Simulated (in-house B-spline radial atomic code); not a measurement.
**Sc⁶⁺: density, ELF and screening along the radius**

Aim: the shell structure of Sc⁶⁺ in the radial density, the electron localisation function and the screened nuclear charge, under several settings.

The numbers are computed with in-house B-spline radial atomic code version 1 (several methods, spin-polarised, as named in each step; spherical all-electron atom at the radial basis limit), except any that are marked as measured or tabulated.

### Step 1. The system

| Quantity | Value |
| --- | --- |
| element | scandium (Z = 21) |
| charge | +6 |
| electrons | 15 |
| configuration | [He] 2s2 2p5 3s2 3p3 4p1 |
| nucleus | point (non-relativistic runs) or finite (X2C runs) |

The outer shells:

[He] 2s2 2p5 3s2 3p3 4p1
```
[He] core
2s [↑↓]
2p [↑↓][↑↓][↑ ]
3s [↑↓]
3p [↑ ][↑ ][↑ ]
4p [↑ ][  ][  ]
```

Where spins are not typed, each open shell is filled with up spins first.

### Step 2. r2SCAN, non-rel., [He] 2s2 2p5 3s2 3p3 4p1

Input settings:

```ini
Z = 21
electrons = 15.0
configuration = [He] 2s2 2p5 3s2 3p3 4p1
hamiltonian = nr
method = r2scan
spin_polarised = True
```

The run is started by

```console
python run_scf.py task.json out
```

task.json lists these runs, among others, and the program works through them in turn.

### Step 3. Hartree-Fock, non-rel., [Ne] 3s1 3p3 4s1

Input settings:

```ini
Z = 21
electrons = 15.0
configuration = [Ne] 3s1 3p3 4s1
hamiltonian = nr
method = hf
spin_polarised = True
```

### Step 4. r2SCAN, non-rel., [Ne] 3s2 3p2 4s1

Input settings:

```ini
Z = 21
electrons = 15.0
configuration = [Ne] 3s2 3p2 4s1
hamiltonian = nr
method = r2scan
spin_polarised = True
```

### Step 5. LDA (VWN5), X2C, [Ne] 3s1 3p3 4f1

Input settings:

```ini
Z = 21
electrons = 15.0
configuration = [Ne] 3s1 3p3 4f1
hamiltonian = x2c
method = lda,vwn
spin_polarised = True
nucleus = fermi
rms_radius = 3.5459
mass_number = 45
atomic_mass = 44.955907051
speed_of_light = 137.035999084
```

How large is the system in each run, where do the shell borders lie, and what is the highest level?

**Answer**, as computed:

| run | total energy (hartree) | highest level (eV) | radius holding 50 / 90 / 99 % (bohr) | radius at n = 0.001 (bohr) | ELF minima on the full grid (bohr) |
| --- | --- | --- | --- | --- | --- |
| r2SCAN, non-rel., [He] 2s2 2p5 3s2 3p3 4p1 | -731.7036 | -58.900 | 0.384 / 1.36 / 2.91 | 3.33 | 0.11, 0.53, 1.7 |
| Hartree-Fock, non-rel., [Ne] 3s1 3p3 4s1 | -745.3009 | -68.888 | 0.351 / 1.36 / 2.81 | 3.25 | 0.11, 0.62, 1.6 |
| r2SCAN, non-rel., [Ne] 3s2 3p2 4s1 | -746.2741 | -64.963 | 0.352 / 1.35 / 2.81 | 3.25 | 0.11, 0.62, 1.6 |
| LDA (VWN5), X2C, [Ne] 3s1 3p3 4f1 | -746.4298 | -40.572 | 0.352 / 1.35 / 3.12 | 3.45 | 0.12, 0.54 |

What this shows: In the first run ELF has 3 minima on the grid, which mark the borders between shells. On the record's full grid the screened charge (r times the electrostatic potential) falls from 20.9 near the nucleus to 6.00 at 7.7 bohr; far out it tends to the net charge, 6. The radius that holds 99 % of the electrons runs from 2.81 bohr (r2SCAN, non-rel., [Ne] 3s2 3p2 4s1) to 3.12 bohr (LDA (VWN5), X2C, [Ne] 3s1 3p3 4f1). The grid is coarse (about 21 % a step), so the places of minima are rough. For X2C runs ELF uses the non-relativistic kinetic energy density, and the fields carry no picture-change correction.
